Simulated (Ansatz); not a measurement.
The system is MoSe.

```
Mo Se
1.0
     3.50023    0.00000    0.00000
     0.00000    3.50023    0.00000
     0.00000    0.00000    3.50023
Mo Se
1 1
Direct
  0.00000 0.00000 0.00000
  0.50000 0.50000 0.50000
```

The cell was built by a generator and needn't be a form met in nature.

Program: Ansatz 0.2.0. Alike in all runs: task single point; potentials or basis Ansatz PAW; no spin polarisation; cell as given; k mesh 4 × 4 × 4; smearing fermi-dirac 0.05 eV; the mesh is coarse, so values aren't converged. Hardware: 1 × NVIDIA H100 80GB HBM3 with 2 threads of AMD EPYC 7R13 Processor (Zen 3) (shared host).

Question: Order these runs on this cell by their wall time, lowest first.
A. level r2SCAN0; cutoff (eV) 500
B. level r2SCANh; cutoff (eV) 500
C. level HF; cutoff (eV) 420

Answer: A (10 s), B (25 s), C (66 s).

Caveats: all runs use coarse meshes.
